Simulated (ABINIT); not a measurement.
# InSb3 (Pm-3m) in ABINIT: further runs

Aim: see how the results for InSb3 move with the level of theory and the settings. Levels: PBEsol, LDA, r2SCAN. Tasks: band structure.

Everything below comes from runs of ABINIT 10.8.3 (patched build). Logs are shortened: lines on timing, memory, paths and dates and some standing lists are left out, and cuts for length are marked. The log counts tension as positive stress, the text compression.

## 1. The crystal as given

Symmetry: Pm-3m, No. 221, cubic system. Conventional cell: a = 4.806 Å, b = 4.806 Å, c = 4.806 Å, α = 90.00°, β = 90.00°, γ = 90.00°. Sb (site symmetry 4/mmm) is surrounded by 8 Sb at 3.40 Å and 4 In at 3.40 Å. In (site symmetry m-3m) is surrounded by 12 Sb at 3.40 Å.

The cell comes from a database or a generator and needn't be the stable form of this composition.

## 2. Band structure, PBEsol

The input, run.abi:

```
# Datasets: ground state, then fixed potential
ndtset 2

# Pseudopotentials
pp_dirpath "./"
pseudos "Sb.upf, In.upf"

# Structure
acell 4.806367 4.806367 4.806367 Angstrom
rprim
     1.0000000000     0.0000000000     0.0000000000
     0.0000000000     1.0000000000     0.0000000000
     0.0000000000     0.0000000000     1.0000000000
ntypat 2
znucl 51 49
natom 4
typat 1 1 1 2
xcart
     4.5413586422     4.5413586422     0.0000000000
     0.0000000000     4.5413586422     4.5413586422
     4.5413586422     0.0000000000     4.5413586422
     0.0000000000     0.0000000000     0.0000000000

# Plane-wave basis
ecut 40.0

# Exchange and correlation
ixc -116133

# Bands and occupations
occopt 3
tsmear 0.05 eV

# SCF cycle
nstep 100

# Output
iomode 3
prtwf 0
prteig 0
prtebands 0
enunit 1
prtden1 1
prtvha1 1
prtvclmb1 1
prtpot1 1
prtelf1 1

# Dataset 1
kptopt1 1
ngkpt1 6 6 6
nshiftk1 1
shiftk1 0.0 0.0 0.0
nband1 35
tolvrs1 1.0e-10

# Dataset 2: bands along G-X-M-G-R-X
iscf2 -2
getden2 1
nband2 41
nbdbuf2 4
tolwfr2 1.0e-11
kptopt2 -5
ndivsm2 6
prteig2 1
kptbounds2
     0.0000000000     0.0000000000     0.0000000000
     0.0000000000     0.5000000000     0.0000000000
     0.5000000000     0.5000000000     0.0000000000
     0.0000000000     0.0000000000     0.0000000000
     0.5000000000     0.5000000000     0.5000000000
     0.0000000000     0.5000000000     0.0000000000
```

Potentials or basis: PseudoDojo NC SR PBEsol v0.4.1 standard.

Started as:

```console
abinit run.abi > log 2>&1
```

run.abo:

```text
.Version 10.8.3 of ABINIT
 DATASET    1 : space group Pm -3 m (#221); Bravais cP (primitive cubic)
================================================================================
 Values of the parameters that define the memory need for DATASET  1.
     intxc =       0    ionmov =       0      iscf =       7    lmnmax =       6
     lnmax =       6     mgfft =      54  mpssoang =       3    mqgrid =    3001
     natom =       4  nloc_mem =       1    nspden =       1   nspinor =       1
    nsppol =       1      nsym =      48    n1xccc =    2501    ntypat =       2
    occopt =       3   xclevel =       2
       mpw =        9084          nfft =      157464          nkpt =          20
================================================================================
================================================================================

 DATASET    2 : space group Pm -3 m (#221); Bravais cP (primitive cubic)
================================================================================
 Values of the parameters that define the memory need for DATASET  2.
     intxc =       0    ionmov =       0      iscf =      -2    lmnmax =       6
     lnmax =       6     mgfft =      54  mpssoang =       3    mqgrid =    3001
     natom =       4  nloc_mem =       1    nspden =       1   nspinor =       1
    nsppol =       1      nsym =      48    n1xccc =    2501    ntypat =       2
    occopt =       3   xclevel =       2
       mpw =        9108          nfft =      157464          nkpt =          39
================================================================================
================================================================================

--------------------------------------------------------------------------------
------------- Echo of variables that govern the present computation ------------
--------------------------------------------------------------------------------
 -outvars: echo values of preprocessed input variables --------
            acell      9.0827172906E+00  9.0827172906E+00  9.0827172906E+00 Bohr
              amu      1.21753000E+02  1.14820000E+02
             ecut      4.00000000E+01 Hartree
           enunit           1
           getden1          0
           getden2          1
             iscf1          7
             iscf2         -2
              ixc     -116133
           jdtset        1    2
           kptopt1          1
           kptopt2         -5
         kptrlatt        6    0    0      0    6    0      0    0    6
          kptrlen1     5.44963037E+01
          kptrlen2     3.00000000E+01
            natom           4
            nband1         35
            nband2         41
           nbdbuf1          0
           nbdbuf2          4
           ndtset           2
           ndivsm1          0
           ndivsm2          6
            ngfft          54      54      54
             nkpt1         20
             nkpt2         39
            nstep         100
             nsym          48
           ntypat           2
           occopt           3
        prtebands           0
           prteig1          0
           prteig2          1
           prtelf1          1
           prtelf2          0
           prtpot1          1
           prtpot2          0
         prtvclmb1          1
         prtvclmb2          0
           prtvha1          1
           prtvha2          0
            prtwf           0
           shiftk1     0.00000000E+00  0.00000000E+00  0.00000000E+00
           shiftk2     5.00000000E-01  5.00000000E-01  5.00000000E-01
          spgroup         221
           tolvrs1     1.00000000E-10
           tolvrs2     0.00000000E+00
           tolwfr1     0.00000000E+00
           tolwfr2     1.00000000E-11
           tsmear      1.83746611E-03 Hartree
            typat      1  1  1  2
           xangst      2.4031835000E+00  2.4031835000E+00  0.0000000000E+00
                       0.0000000000E+00  2.4031835000E+00  2.4031835000E+00
                       2.4031835000E+00  0.0000000000E+00  2.4031835000E+00
[... 240 lines left out ...]
 -8.0420E-01 -8.0420E-01 -8.0420E-01 -8.0381E-01 -8.0381E-01 -8.0290E-01
 -8.0252E-01 -8.0252E-01 -8.0252E-01 -2.6482E-01 -2.6482E-01 -2.6419E-01
 -2.6419E-01 -2.6419E-01 -1.8092E-01 -8.7066E-03 -8.7066E-03  1.0941E-01
  1.0941E-01  1.0941E-01  1.3407E-01  2.8315E-01  2.8315E-01  2.8315E-01
  3.3066E-01  3.3066E-01  3.3066E-01  4.3985E-01  4.3985E-01  4.4898E-01
  4.5976E-01  4.5976E-01  4.5976E-01  5.1363E-01  5.1363E-01
[... 518 lines left out ...]
 Non-SCF case, kpt   39 (  0.00000  0.50000  0.00000), residuals and eigenvalues=
  7.11E-12  1.89E-12  5.89E-12  1.50E-12  5.44E-12  3.81E-12  6.69E-12  4.52E-12
  5.68E-12  7.08E-12  5.05E-12  8.95E-12  3.11E-12  1.90E-12  5.77E-12  3.35E-12
  2.67E-12  2.44E-12  7.04E-12  8.78E-12  6.78E-12  8.07E-12  3.96E-12  9.25E-12
  3.84E-12  2.73E-12  7.62E-12  2.83E-12  7.02E-12  7.96E-12  3.98E-12  8.55E-12
  7.87E-12  3.26E-12  5.39E-12  2.85E-12  4.53E-12  7.37E-12  9.80E-11  1.28E-11
  4.52E-04
 -8.0611E-01 -8.0516E-01 -8.0482E-01 -8.0464E-01 -8.0464E-01 -8.0445E-01
 -8.0433E-01 -8.0433E-01 -8.0431E-01 -8.0421E-01 -8.0400E-01 -8.0400E-01
 -8.0380E-01 -8.0353E-01 -8.0252E-01 -2.6465E-01 -2.6465E-01 -2.6463E-01
 -2.6426E-01 -2.6418E-01 -1.3770E-01 -1.0675E-01 -3.2006E-03  1.0857E-01
  1.6058E-01  1.6058E-01  1.8950E-01  1.8950E-01  2.2574E-01  2.3562E-01
  3.3940E-01  3.4643E-01  3.4643E-01  3.5462E-01  4.1411E-01  4.1411E-01
  4.9477E-01  5.2110E-01  5.2892E-01  5.4914E-01  6.2057E-01

--- !ResultsGS
iteration_state: {dtset: 2, }
comment   : Summary of ground state results
lattice_vectors:
- [  9.0827173,   0.0000000,   0.0000000, ]
- [  0.0000000,   9.0827173,   0.0000000, ]
- [  0.0000000,   0.0000000,   9.0827173, ]
lattice_lengths: [   9.08272,    9.08272,    9.08272, ]
lattice_angles: [ 90.000,  90.000,  90.000, ] # degrees, (23, 13, 12)
lattice_volume:   7.4928561E+02
convergence: {deltae:  0.000E+00, res2:  0.000E+00, residm:  9.996E-12, diffor:  0.000E+00, }
etotal    :  -3.38622862E+02
entropy   :   0.00000000E+00
fermie    :   2.67168767E-01
cartesian_stress_tensor: null
pressure_GPa: null
xred      :
- [  5.0000E-01,   5.0000E-01,   0.0000E+00, Sb]
- [  0.0000E+00,   5.0000E-01,   5.0000E-01, Sb]
- [  5.0000E-01,   0.0000E+00,   5.0000E-01, Sb]
- [  0.0000E+00,   0.0000E+00,   0.0000E+00, In]
cartesian_forces: null
force_length_stats: {min: null, max: null, mean: null, }
...

 Integrated electronic density in atomic spheres:
 ------------------------------------------------
 Atom  Sphere_radius  Integrated_density
    1        2.00000         11.18886394
    2        2.00000         11.18886394
    3        2.00000         11.18886394
    4        2.00000          9.91299200
================================================================================

 ----iterations are completed or convergence reached----

 Mean square residual over all n,k,spin=   60.807E-13; max=  99.958E-13
 reduced coordinates (array xred) for    4 atoms
       0.500000000000      0.500000000000      0.000000000000
       0.000000000000      0.500000000000      0.500000000000
       0.500000000000      0.000000000000      0.500000000000
       0.000000000000      0.000000000000      0.000000000000

 cartesian coordinates (angstrom) at end:
    1      2.40318350000000     2.40318350000000     0.00000000000000
    2      0.00000000000000     2.40318350000000     2.40318350000000
    3      2.40318350000000     0.00000000000000     2.40318350000000
    4      0.00000000000000     0.00000000000000     0.00000000000000
 length scales=  9.082717290601  9.082717290601  9.082717290601 bohr
              =  4.806367000000  4.806367000000  4.806367000000 angstroms
 Eigenvalues (   eV  ) for nkpt=  39  k points:
 kpt#   1, nband= 41, wtk=  1.00000, kpt=  0.0000  0.0000  0.0000 (reduced coord)
 -21.93819  -21.93819  -21.93819  -21.92796  -21.90139  -21.90139  -21.88347  -21.88347
 -21.88347  -21.87278  -21.87278  -21.84808  -21.83767  -21.83767  -21.83767   -7.20623
  -7.20623   -7.18906   -7.18906   -7.18906   -4.92318   -0.23692   -0.23692    2.97722
   2.97722    2.97722    3.64831    7.70479    7.70479    7.70479    8.99777    8.99777
   8.99777   11.96881   11.96881   12.21746   12.51070   12.51070   12.51070   13.97659
  13.97659
 kpt#   2, nband= 41, wtk=  1.00000, kpt=  0.0000  0.0833  0.0000 (reduced coord)
 -21.93801  -21.93655  -21.93655  -21.92709  -21.90133  -21.90057  -21.88365  -21.88349
 -21.88349  -21.87356  -21.87277  -21.84885  -21.83937  -21.83937  -21.83766   -7.20587
  -7.20517   -7.18989   -7.18989   -7.18904   -4.88093   -0.42741   -0.22753    2.83623
   3.02666    3.02666    4.06983    7.55119    7.60970    7.60970    8.73480    8.88809
   8.88809   12.06692   12.24076   12.50976   12.54592   12.81842   12.81842   13.77959
  13.79068
 kpt#   3, nband= 41, wtk=  1.00000, kpt=  0.0000  0.1667  0.0000 (reduced coord)
 -21.93747  -21.93176  -21.93176  -21.92457  -21.90115  -21.89817  -21.88416  -21.88352
 -21.88352  -21.87582  -21.87272  -21.85109  -21.84432  -21.84432  -21.83766   -7.20488
[... 242 lines left out ...]
 kpt#  38, nband= 41, wtk=  1.00000, kpt=  0.0625  0.5000  0.0625 (reduced coord)
 -21.93356  -21.90912  -21.90075  -21.89705  -21.89657  -21.88995  -21.88851  -21.88612
 -21.88529  -21.88451  -21.87771  -21.87514  -21.87282  -21.86478  -21.83941   -7.20259
  -7.20215   -7.19990   -7.19018   -7.18956   -3.69832   -2.86926   -0.19419    2.74770
   4.14256    4.58271    4.76445    5.47872    6.59960    6.66632    8.60384    8.99412
   9.46649   10.15925   11.02700   11.32885   13.74890   14.43225   14.66728   15.30750
  16.60781
 kpt#  39, nband= 41, wtk=  1.00000, kpt=  0.0000  0.5000  0.0000 (reduced coord)
 -21.93527  -21.90940  -21.90028  -21.89550  -21.89550  -21.89015  -21.88703  -21.88703
 -21.88636  -21.88357  -21.87799  -21.87799  -21.87254  -21.86508  -21.83764   -7.20139
  -7.20139   -7.20085   -7.19086   -7.18883   -3.74701   -2.90474   -0.08709    2.95421
   4.36949    4.36949    5.15650    5.15650    6.14275    6.41158    9.23542    9.42682
   9.42682    9.64963   11.26843   11.26843   13.46326   14.17978   14.39261   14.94290
  16.88648

== END DATASET(S) ==============================================================
================================================================================

 -outvars: echo values of variables after computation  --------
            acell      9.0827172906E+00  9.0827172906E+00  9.0827172906E+00 Bohr
           etotal1    -3.3862286209E+02
            fcart1    -0.0000000000E+00 -0.0000000000E+00 -0.0000000000E+00
                      -0.0000000000E+00 -0.0000000000E+00 -0.0000000000E+00
                      -0.0000000000E+00 -0.0000000000E+00 -0.0000000000E+00
                      -0.0000000000E+00 -0.0000000000E+00 -0.0000000000E+00
           strten1     9.2417376774E-05  9.2417376774E-05  9.2417376774E-05
                       0.0000000000E+00  0.0000000000E+00  0.0000000000E+00
           xangst      2.4031835000E+00  2.4031835000E+00  0.0000000000E+00
                       0.0000000000E+00  2.4031835000E+00  2.4031835000E+00
                       2.4031835000E+00  0.0000000000E+00  2.4031835000E+00
                       0.0000000000E+00  0.0000000000E+00  0.0000000000E+00
             xred      5.0000000000E-01  5.0000000000E-01  0.0000000000E+00
                       0.0000000000E+00  5.0000000000E-01  5.0000000000E-01
                       5.0000000000E-01  0.0000000000E+00  5.0000000000E-01
                       0.0000000000E+00  0.0000000000E+00  0.0000000000E+00
 Calculation completed.
```

Wall time 10 min (1 thread of Arm Neoverse V2, shared host); peak memory 0.29 GiB.

What came out:

| Quantity | Value |
| --- | --- |
| Free energy | -9214.3975 eV |
| Pressure | -2.7 GPa |
| Band gap on the k mesh | none (metal or under the smearing width) |
| Valence electrons inside the program's atomic spheres | Sb 11.19; In 9.91 |

Levels at the corners of the path, in eV from the Fermi level:
| point | band 27 | band 28 | band 29 | band 30 | band 31 | band 32 |
| --- | --- | --- | --- | --- | --- | --- |
| Γ | -3.62 | 0.43 | 0.43 | 0.43 | 1.73 | 1.73 |
| X | -2.11 | -2.11 | -1.13 | -0.86 | 1.97 | 2.16 |
| M | -1.66 | -1.35 | -1.12 | -1.12 | -0.48 | 1.02 |
| Γ | -3.62 | 0.43 | 0.43 | 0.43 | 1.73 | 1.73 |
| R | -4.99 | -4.82 | 3.50 | 3.50 | 3.55 | 3.55 |
| X | -2.11 | -2.11 | -1.13 | -0.86 | 1.97 | 2.16 |

Caveat: spin-orbit coupling is left out, which moves the levels of the heavy elements.

(Part 1 of 2 ends here.)
